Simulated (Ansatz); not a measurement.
# H₂ + GeO: a complex and its separated parts, part 2 of 2

Ansatz 0.2.0, Gaussian basis.

### 14 wB97X-V/def2-TZVPP

The inputs:

parta/in.yaml

```yaml
crystal:
  periodic: [false, false, false]
  atoms:
    - {symbol: H, position_ang: [-1.309400, -0.105673, -0.566071]}
    - {symbol: H, position_ang: [-2.019948, -0.024088, -0.778765]}
basis:
  gaussian: {orbitals: def2-TZVPP}
hamiltonian: {xc: {name: wB97X-V}}
```

partb/in.yaml

```yaml
crystal:
  periodic: [false, false, false]
  atoms:
    - {symbol: O, position_ang: [1.050846, -0.236447, 0.235808]}
    - {symbol: Ge, position_ang: [2.278603, 0.366208, 1.109027]}
basis:
  gaussian: {orbitals: def2-TZVPP}
hamiltonian: {xc: {name: wB97X-V}}
```

The same command starts each run, in its folder.

Started as:

```
ansatz run in.yaml --threads 2 --pin off --events-out ev --progress --plain --max-ram 4352MiB
```

parta printed, cut to the lines that bear on the results:

```text
Functional definition: wB97X-V
  name "wB97X-V"
  cite "Mardirossian & Head-Gordon, Phys. Chem. Chem. Phys. 16, 9904 (2014) doi:10.1039/C3CP54374A"
  cite "Becke, J. Chem. Phys. 107, 8554 (1997) doi:10.1063/1.475007"
  cite "Vydrov & Van Voorhis, J. Chem. Phys. 133, 244103 (2010) doi:10.1063/1.3521275"
[...]
      + integral(e_c_pw_opposite_spin*poly(b97_u_opposite, cos0, cos1)) + vv10(b, c)
118 factors; their error is unknown
42 factors; integrals over basis functions are off by at most 3.0e-5 eV
[...]
mean field -31.90859994 eV, -1.1726194194 hartree, gradient 8.8e-5 eV, S^2 0.000000; 0 other end points of the search recorded, 0 dependent functions left out
reference -31.90859894 eV, -1.1726193827 hartree; 1, 1 occupied and 27, 27 virtual orbitals, 118 factors
Total energy: -31.90859894 eV, -1.1726193827 hartree
```

Log of partb, cut to the lines that bear on the results:

```text
[... 5 set-up lines as earlier in the session ...]
[...]
      + integral(e_c_pw_opposite_spin*poly(b97_u_opposite, cos0, cos1)) + vv10(b, c)
540 factors; their error is unknown
89 factors; integrals over basis functions are off by at most 1.2e-4 eV
[...]
mean field -58559.97322328 eV, -2152.0393225802 hartree, gradient 2.0e-5 eV, S^2 0.000000; 0 other end points of the search recorded, 0 dependent functions left out
reference -58559.97322220 eV, -2152.0393225403 hartree; 20, 20 occupied and 59, 59 virtual orbitals, 540 factors
Total energy: -58559.97322220 eV, -2152.0393225403 hartree
```

Wall times: 0.2 s (parta), 1.4 s (partb) on 2 threads of Arm Neoverse V1, shared host.

### 15 wB97M-V/def2-TZVPP

Each input of step 14 (parta, partb) changes in the same lines:

```diff
-hamiltonian: {xc: {name: wB97X-V}}
+hamiltonian: {xc: {name: wB97M-V}}
```

Each run has its own folder and the same command.

Started as:

```
ansatz run in.yaml --threads 2 --pin off --events-out ev --progress --plain --max-ram 4352MiB
```

Log of parta, cut to the lines that bear on the results:

```text
Functional definition: wB97M-V
  name "wB97M-V"
  cite "Mardirossian & Head-Gordon, J. Chem. Phys. 144, 214110 (2016) doi:10.1063/1.4952647"
[... 2 set-up lines as earlier in the session ...]
  # Of w^i u^j: cxij and so on, Table III.
[...]
  gx(w, u) = 1 - cx + cx01*u + cx10*w
[...]
      + integral(e_c_pw_mod_opposite_spin*gos(b97_w_opposite, b97_u_opposite)) + vv10(b, c)
118 factors; their error is unknown
42 factors; integrals over basis functions are off by at most 3.0e-5 eV
[...]
mean field -31.60111436 eV, -1.1613195328 hartree, gradient 7.3e-6 eV, S^2 0.000000; 0 other end points of the search recorded, 0 dependent functions left out
reference -31.60113862 eV, -1.1613204242 hartree; 1, 1 occupied and 27, 27 virtual orbitals, 118 factors
Total energy: -31.60113862 eV, -1.1613204242 hartree
```

partb printed, cut to the lines that bear on the results:

```text
[... 5 set-up lines as earlier in the session ...]
  # Of w^i u^j: cxij and so on, Table III.
[...]
  gx(w, u) = 1 - cx + cx01*u + cx10*w
[...]
      + integral(e_c_pw_mod_opposite_spin*gos(b97_w_opposite, b97_u_opposite)) + vv10(b, c)
537 factors; their error is unknown
89 factors; integrals over basis functions are off by at most 1.2e-4 eV
[...]
mean field -58562.51548144 eV, -2152.1327488444 hartree, gradient 1.1e-5 eV, S^2 0.000000; 0 other end points of the search recorded, 0 dependent functions left out
reference -58562.51550783 eV, -2152.1327498140 hartree; 20, 20 occupied and 59, 59 virtual orbitals, 537 factors
Total energy: -58562.51550783 eV, -2152.1327498140 hartree
```

Wall times: 0.25 s (parta), 1.6 s (partb) on 2 threads of Arm Neoverse V1, shared host.

### 16 B2PLYP/def2-TZVPP

The same edit goes into each in.yaml of step 15 (parta, partb):

```diff
-hamiltonian: {xc: {name: wB97M-V}}
+hamiltonian: {xc: {name: B2PLYP}}
```

One command serves all of them, each in its own folder.

Started as:

```
ansatz run in.yaml --threads 2 --pin off --events-out ev --progress --plain --max-ram 4352MiB
```

parta printed, cut to the lines that bear on the results:

```text
Functional definition: B2PLYP
  name "B2PLYP"
  cite "Grimme, J. Chem. Phys. 124, 034108 (2006) doi:10.1063/1.2148954"
[... 2 set-up lines as earlier in the session ...]
[...]
145 factors; integrals over basis functions are off by at most 7.3e-4 eV
[...]
mean field -31.55849109 eV, -1.1597531563 hartree, gradient 1.1e-6 eV, S^2 0.000000; 0 other end points of the search recorded, 0 dependent functions left out
reference -31.55858050 eV, -1.1597564423 hartree; 1, 1 occupied and 27, 27 virtual orbitals, 145 factors
second order -1.02366523 eV of doubles, -0.00000000 eV of singles
Total energy: -31.83497011 eV, -1.1699135732 hartree
```

partb printed, cut to the lines that bear on the results:

```text
[... 5 set-up lines as earlier in the session ...]
[...]
527 factors; integrals over basis functions are off by at most 1.2e-3 eV
[...]
mean field -58550.64110013 eV, -2151.6963733797 hartree, gradient 1.1e-6 eV, S^2 0.000000; 0 other end points of the search recorded, 0 dependent functions left out
10 core orbitals not correlated: weight in the atoms' cores, before any rotation towards them, 1.000 or more for the frozen orbitals, at most 0.000 for the correlated occupied ones
reference -58550.64120504 eV, -2151.6963772353 hartree; 10, 10 occupied and 59, 59 virtual orbitals, 527 factors
second order -16.37612746 eV of doubles, -0.00000000 eV of singles
Total energy: -58555.06275946 eV, -2151.8588663630 hartree
```

Wall times: 0.15 s (parta), 0.95 s (partb) on 2 threads of Arm Neoverse V1, shared host.

### 17 PBE-QIDH/def2-TZVPP

Each input of step 16 (parta, partb) changes in the same lines:

```diff
-hamiltonian: {xc: {name: B2PLYP}}
+hamiltonian: {xc: {name: PBE-QIDH}}
```

The same command starts each run, in its folder.

Started as:

```
ansatz run in.yaml --threads 2 --pin off --events-out ev --progress --plain --max-ram 4352MiB
```

Output in parta, cut to the lines that bear on the results:

```text
Functional definition: PBE-QIDH
  name "PBE-QIDH"
  cite "Brémond, Sancho-García, Pérez-Jiménez & Adamo, J. Chem. Phys. 141, 031101 (2014) doi:10.1063/1.4890314"
[... 1 set-up line as earlier in the session ...]
[...]
145 factors; integrals over basis functions are off by at most 7.3e-4 eV
[...]
mean field -31.52725055 eV, -1.1586050879 hartree, gradient 1.4e-6 eV, S^2 0.000000; 0 other end points of the search recorded, 0 dependent functions left out
reference -31.52725697 eV, -1.1586053238 hartree; 1, 1 occupied and 27, 27 virtual orbitals, 145 factors
second order -0.95920636 eV of doubles, -0.00000000 eV of singles
Total energy: -31.84699243 eV, -1.1703553850 hartree
```

Log of partb, cut to the lines that bear on the results:

```text
[... 4 set-up lines as earlier in the session ...]
[...]
527 factors; integrals over basis functions are off by at most 1.2e-3 eV
[...]
mean field -58542.37639808 eV, -2151.3926511813 hartree, gradient 4.1e-6 eV, S^2 0.000000; 0 other end points of the search recorded, 0 dependent functions left out
10 core orbitals not correlated: weight in the atoms' cores, before any rotation towards them, 1.000 or more for the frozen orbitals, at most 0.000 for the correlated occupied ones
reference -58542.37640524 eV, -2151.3926514446 hartree; 10, 10 occupied and 59, 59 virtual orbitals, 527 factors
second order -14.90024637 eV of doubles, -0.00000000 eV of singles
Total energy: -58547.34315403 eV, -2151.5751760960 hartree
```

They took 0.1 s (parta), 1 s (partb) on 2 threads of Arm Neoverse V1, shared host.

### 18 RPA on PBE/def2-TZVPP

The same edit goes into each in.yaml of step 17 (parta, partb):

```diff
-hamiltonian: {xc: {name: PBE-QIDH}}
+hamiltonian: {xc: pbe}
+correlation: {method: rpa}
```

Each run has its own folder and the same command.

Started as:

```
ansatz run in.yaml --threads 2 --pin off --events-out ev --progress --plain --max-ram 4352MiB
```

Output in parta, cut to the lines that bear on the results:

```text
[... 4 set-up lines as earlier in the session ...]
[...]
145 factors; integrals over basis functions are off by at most 7.3e-4 eV
[...]
mean field -31.73221758 eV, -1.1661374873 hartree, gradient 1.4e-6 eV, S^2 0.000000; 0 other end points of the search recorded, 0 dependent functions left out
reference -30.80639931 eV, -1.1321142935 hartree; 1, 1 occupied and 27, 27 virtual orbitals, 145 factors
Total energy: -32.86230452 eV, -1.2076674162 hartree
```

Output in partb, cut to the lines that bear on the results:

```text
[... 4 set-up lines as earlier in the session ...]
[...]
527 factors; integrals over basis functions are off by at most 1.2e-3 eV
[...]
mean field -58555.64535658 eV, -2151.8802764125 hartree, gradient 4.9e-6 eV, S^2 0.000000; 0 other end points of the search recorded, 0 dependent functions left out
10 core orbitals not correlated: weight in the atoms' cores, before any rotation towards them, 1.000 or more for the frozen orbitals, at most 0.000 for the correlated occupied ones
reference -58510.24451356 eV, -2150.2118262050 hartree; 10, 10 occupied and 59, 59 virtual orbitals, 527 factors
Total energy: -58529.22105166 eV, -2150.9092011175 hartree
```

Times: 0.1 s (parta), 0.85 s (partb) on 2 threads of Arm Neoverse V1, shared host.

### 19 CCSD(T)/def2-TZVPP

The same edit goes into each in.yaml of step 18 (parta, partb):

```diff
-hamiltonian: {xc: pbe}
-correlation: {method: rpa}
+correlation: {method: ccsd_t}
```

Each run has its own folder and the same command.

Started as:

```
ansatz run in.yaml --threads 2 --pin off --events-out ev --progress --plain --max-ram 4352MiB
```

parta printed, cut to the lines that bear on the results:

```text
Functional definition: HF
  name "HF"
  cite "Fock, Z. Phys. 61, 126 (1930) doi:10.1007/BF01340294"
[... 1 set-up line as earlier in the session ...]
[...]
145 factors; integrals over basis functions are off by at most 7.3e-4 eV
[...]
mean field -30.82770339 eV, -1.1328972039 hartree, gradient 4.3e-7 eV, S^2 0.000000; 0 other end points of the search recorded, 0 dependent functions left out
reference -30.82770339 eV, -1.1328972039 hartree; 1, 1 occupied and 27, 27 virtual orbitals, 145 factors
second order -0.86257524 eV of doubles, -0.00000000 eV of singles
cycle   1  -1.00723084 eV  change   -1.4e-1 eV  update   2.6e-2
[...]
cycle   7  -1.07308001 eV  change    6.9e-7 eV  update   4.2e-7
perturbative correction 0.00000000 eV, 0.0000000000 hartree
Total energy: -31.90078340 eV, -1.1723321670 hartree
```

Output in partb, cut to the lines that bear on the results:

```text
[... 4 set-up lines as earlier in the session ...]
[...]
527 factors; integrals over basis functions are off by at most 1.2e-3 eV
[...]
mean field -58511.34249209 eV, -2150.2521761720 hartree, gradient 4.5e-6 eV, S^2 0.000000; 0 other end points of the search recorded, 0 dependent functions left out
10 core orbitals not correlated: weight in the atoms' cores, before any rotation towards them, 1.000 or more for the frozen orbitals, at most 0.000 for the correlated occupied ones
reference -58511.34249209 eV, -2150.2521761720 hartree; 10, 10 occupied and 59, 59 virtual orbitals, 527 factors
second order -12.97256686 eV of doubles, -0.00000000 eV of singles
cycle   1  -11.86250750 eV  change     1.1e0 eV  update   1.7e-1
[...]
cycle  11  -12.59258635 eV  change    3.8e-6 eV  update   6.6e-6
perturbative correction -0.66538951 eV, -0.0244526133 hartree
Total energy: -58524.60046795 eV, -2150.7393977983 hartree
```

They took 0.1 s (parta), 1.1 s (partb) on 2 threads of Arm Neoverse V1, shared host.

### 20 Vibrations of H₂

vib-parta/in.yaml

```yaml
crystal:
  periodic: [false, false, false]
  atoms:
    - {symbol: H, position_ang: [-1.309400, -0.105673, -0.566071]}
    - {symbol: H, position_ang: [-2.019948, -0.024088, -0.778765]}
basis:
  gaussian: {orbitals: def2-TZVP}
hamiltonian: {xc: pbe0, dispersion: d4}
phonons: {temperatures: {t_min: 298.15, t_max: 900, t_step: 200}}
```

Started as:

```
ansatz run in.yaml --threads 2 --pin off --events-out ev --progress --plain --max-ram 4352MiB
```

The program printed, cut to the lines that bear on the results:

```text
[... 5 set-up lines as earlier in the session ...]
[...]
88 factors; their error is unknown
[...]
mean field -31.78865268 eV, -1.1682114390 hartree, gradient 1.7e-5 eV, S^2 0.000000; 0 other end points of the search recorded, 0 dependent functions left out
[...]
reference -31.78856093 eV, -1.1682080672 hartree; 1, 1 occupied and 11, 11 virtual orbitals, 88 factors
Total energy: -31.79027511 eV, -1.1682710619 hartree
Atom 0 at    -1.309400    -0.105673    -0.566071 Å, force    -0.001917     0.000220    -0.000574 eV/Å
Atom 1 at    -2.019948    -0.024088    -0.778765 Å, force     0.001917    -0.000220     0.000574 eV/Å
Dipole moment:    -0.000000    -0.000000     0.000000 e Å
Vibrations: 4414.29 cm⁻¹, zero-point energy 0.273651 eV
```

It took 0.25 s on 2 threads of Arm Neoverse V1, shared host.

The modes, with what each moves most:

```csv
mode,wavenumber (cm⁻¹),character
1,4414,H–H stretch
```

Vibrational sums (real modes only):

```csv
T (K),entropy (J/mol/K),heat capacity (J/mol/K)
298,0.0,0.0
498,0.0,0.0
698,0.0,0.1
898,0.1,0.4
```

### 21 Vibrations of GeO

vib-partb/in.yaml

```yaml
crystal:
  periodic: [false, false, false]
  atoms:
    - {symbol: O, position_ang: [1.050846, -0.236447, 0.235808]}
    - {symbol: Ge, position_ang: [2.278603, 0.366208, 1.109027]}
basis:
  gaussian: {orbitals: def2-TZVP}
hamiltonian: {xc: pbe0, dispersion: d4}
phonons: {temperatures: {t_min: 298.15, t_max: 900, t_step: 200}}
```

Started as:

```
ansatz run in.yaml --threads 2 --pin off --events-out ev --progress --plain --max-ram 4352MiB
```

The program printed, cut to the lines that bear on the results:

```text
[... 5 set-up lines as earlier in the session ...]
[...]
552 factors; their error is unknown
[...]
mean field -58556.62353270 eV, -2151.9162237216 hartree, gradient 2.0e-5 eV, S^2 0.000000; 0 other end points of the search recorded, 0 dependent functions left out
[...]
reference -58556.62339970 eV, -2151.9162188342 hartree; 20, 20 occupied and 59, 59 virtual orbitals, 552 factors
Total energy: -58556.64276633 eV, -2151.9169305446 hartree
Atom 0 at     1.050846    -0.236447     0.235808 Å, force     0.004268     0.002095     0.003035 eV/Å
Atom 1 at     2.278603     0.366208     1.109027 Å, force    -0.004268    -0.002095    -0.003035 eV/Å
Dipole moment:     0.530359     0.260331     0.377208 e Å
Vibrations: 1028.64 cm⁻¹, zero-point energy 0.063768 eV
```

Run time: 6.5 s. Hardware: 2 threads of Arm Neoverse V1, shared host.

Wavenumbers and character of the modes:

```csv
mode,wavenumber (cm⁻¹),character
1,1029,Ge–O stretch
```

Vibrational sums (real modes only):

```csv
T (K),entropy (J/mol/K),heat capacity (J/mol/K)
298,0.3,1.5
498,1.8,4.2
698,3.5,5.8
898,5.0,6.7
```

### 22 Complex less separated parts

The complex's own energies come from single points at the same levels.

Rows are in def2-TZVPP; times add the 3 runs of a level on a shared host, so small differences are noise.

Differences are taken before rounding.

```csv
method,rung,complex less parts (eV),from CCSD(T) (eV),time
SPW92,LDA,-0.086,-0.045,0.8 s
PBE-D4,GGA,-0.055,-0.015,1.2 s
BLYP-D4,GGA,-0.042,-0.002,1.1 s
r2SCAN-D4,meta-GGA,-0.037,+0.004,2.8 s
B97M-V,meta-GGA,-0.050,-0.010,4.8 s
PBE0-D4,hybrid,-0.052,-0.012,1.4 s
B3LYP-D4,hybrid,-0.047,-0.007,1.4 s
r2SCAN0-D4,hybrid,-0.043,-0.003,3.1 s
BHLYP-D4,hybrid,-0.055,-0.014,1.5 s
CAM-B3LYP-D4,range-separated hybrid,-0.056,-0.015,1.7 s
wB97X-V,range-separated hybrid,-0.049,-0.008,4 s
wB97M-V,range-separated hybrid,-0.048,-0.007,4.6 s
B2PLYP,double hybrid,-0.036,+0.004,2.5 s
PBE-QIDH,double hybrid,-0.041,0.000,2.7 s
RPA on PBE,RPA,-0.027,+0.013,2.3 s
Hartree-Fock,wavefunction,-0.025,+0.016,
MP2,wavefunction,-0.039,+0.002,
CCSD,wavefunction,-0.039,+0.002,
CCSD(T),wavefunction,-0.040,0,3.8 s
```

Among the levels timed on like hardware and quicker than the yardstick, those that no quicker one beats, quickest first: SPW92 (0.8 s, -0.045 eV); BLYP-D4 (1.1 s, -0.002 eV); PBE-QIDH (2.7 s, 0.000 eV).

For cost: PBE-QIDH gets within 0.000 eV in 2.7 s, where CCSD(T) took 3.8 s; the quickest level in the cost chart, SPW92, takes 0.8 s and misses by 0.045 eV.

The complex's zero-point energy, from a separate PBE0-D4 run, is 0.391 eV.

### 23 Outcome

The summary covers parts 1 to 2.

| quantity | value |
| --- | --- |
| complex less parts, CCSD(T)/def2-TZVPP | -0.040 eV |
| with zero-point energy | +0.013 eV |
| largest T1 diagnostic | 0.026 |

In words: At CCSD(T) the complex lies 0.040 eV below its parts. The functionals run from PBE-QIDH, off by 0.000 eV, to SPW92, off by -0.045 eV, against CCSD(T). Mean unsigned error by rung: LDA 0.045, GGA 0.008, meta-GGA 0.007, hybrid 0.009, range-separated hybrid 0.010, double hybrid 0.002 eV. PBE-D4 gives a relative energy 0.015 eV too low, an error of 37 % of the reference. No counterpoise was applied, and triple zeta lacks some correlation, so the CCSD(T) reference has a basis error of its own, and close matches with it are partly luck. The T1 diagnostic is large here, over the usual mark for main-group molecules (transition-metal compounds often pass it harmlessly), so CCSD(T) itself may be off.
